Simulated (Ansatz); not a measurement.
# GeH₆OSSi: one species, many methods

An exercise on one series of results from a longer session: the logs are not shown, and one member is left open.

Computed with Ansatz 0.2.0, Gaussian basis. Level: functionals in def2-TZVPP, the program's frozen cores in correlated methods.

Levels to be run: PBE-D4, r2SCAN-D4, PBE0-D4, B3LYP-D4, ωB97X-V, ωB97M-V, B2PLYP; CCSD(T)/def2-TZVPP; MP2/def2-QZVPP; extrapolation to the limit.

## Structure used throughout

The geometry comes from an earlier relaxation with PBE0-D4 in a triple-zeta def2 set; it is a stationary point, not always the lowest conformer.

SMILES `O[SiH2][S][GeH3]`, 10 atoms, charge 0, spin multiplicity 1.

Atoms are counted from 1 here; the program's logs count them from 0.

Bond lengths: O1–Si2 1.641 Å, O1–H5 0.958 Å, Si2–S3 2.132 Å, Si2–H6 1.488 Å, Si2–H7 1.477 Å, S3–Ge4 2.227 Å, Ge4–H8 1.533 Å, Ge4–H9 1.535 Å, Ge4–H10 1.539 Å. Angles: Si2–O1–H5 117.8°, O1–Si2–S3 113.3°, O1–Si2–H6 111.0°, O1–Si2–H7 105.3°, S3–Si2–H6 107.5°, S3–Si2–H7 108.3°, H6–Si2–H7 111.4°, Si2–S3–Ge4 98.1°, S3–Ge4–H8 105.9°, S3–Ge4–H9 110.1°, S3–Ge4–H10 109.6°, H8–Ge4–H9 111.0°, H8–Ge4–H10 110.4°, H9–Ge4–H10 109.8°.

Coordinates:

```
O    -0.7765    1.4783   -1.7631
Si    0.3110    1.3600   -0.5396
S     1.3537   -0.4992   -0.5140
Ge    0.0610   -1.5628    0.9548
H    -1.4007    0.7601   -1.8780
H    -0.3548    1.5175    0.7824
H     1.2909    2.4386   -0.7824
H     0.4698   -3.0390    0.8830
H     0.2870   -0.9964    2.3632
H    -1.4162   -1.3964    0.5570
```

Set-up of the first run:

Contents of in.yaml:

```yaml
crystal:
  periodic: [false, false, false]
  atoms:
    - {symbol: O, position_ang: [-0.776492, 1.478300, -1.763093]}
    - {symbol: Si, position_ang: [0.311006, 1.360048, -0.539573]}
    - {symbol: S, position_ang: [1.353714, -0.499200, -0.513977]}
    - {symbol: Ge, position_ang: [0.060992, -1.562831, 0.954801]}
    - {symbol: H, position_ang: [-1.400727, 0.760101, -1.878022]}
    - {symbol: H, position_ang: [-0.354794, 1.517459, 0.782381]}
    - {symbol: H, position_ang: [1.290869, 2.438588, -0.782372]}
    - {symbol: H, position_ang: [0.469759, -3.038960, 0.882960]}
    - {symbol: H, position_ang: [0.286958, -0.996394, 2.363157]}
    - {symbol: H, position_ang: [-1.416183, -1.396411, 0.557037]}
basis:
  gaussian: {orbitals: def2-TZVPP}
hamiltonian: {xc: pbe, dispersion: d4}
output: {forces: true, orbitals: {seedname: orbitals}}
```

Among the steps run: PBE-D4 (GGA); r2SCAN-D4 (meta-GGA); PBE0-D4 (hybrid); B3LYP-D4 (hybrid); ωB97X-V (range-separated); ωB97M-V (range-separated); B2PLYP (double hybrid); CCSD(T) in def2-TZVPP; MP2 in def2-QZVPP.

One of the session's tables, all rows but one given; the rest of the session is left out.

| method | atomisation energy (kJ/mol) |
| --- | --- |
| PBE-D4 | 3091.5 |
| r2SCAN-D4 | 3110.5 |
| PBE0-D4 | 3060.8 |
| B3LYP-D4 | 3080.0 |
| ωB97X-V | 3129.3 |
| ωB97M-V | 3105.8 |
| B2PLYP | 3050.5 |
| HF/def2-TZVPP | 2246.6 |
| MP2/def2-TZVPP | 3055.3 |
| CCSD/def2-TZVPP | 2995.5 |
| CCSD(T)/def2-TZVPP | 3037.9 |
| MP2/CBS | 3141.0 |
| CCSD(T)/CBS | ? |

Q: Estimate the row for CCSD(T)/CBS from the others.

As computed: atomisation energy (kJ/mol): 3123.6. In the column «atomisation energy (kJ/mol)» it lies between r2SCAN-D4 (3110.5) and ωB97X-V (3129.3).

Caveats from the session: Free atoms (1 O, 1 Si, 1 S, 1 Ge, 6 H) were run apart at each level; the atomisation energy is their sum less the molecule, without zero-point or spin-orbit terms.
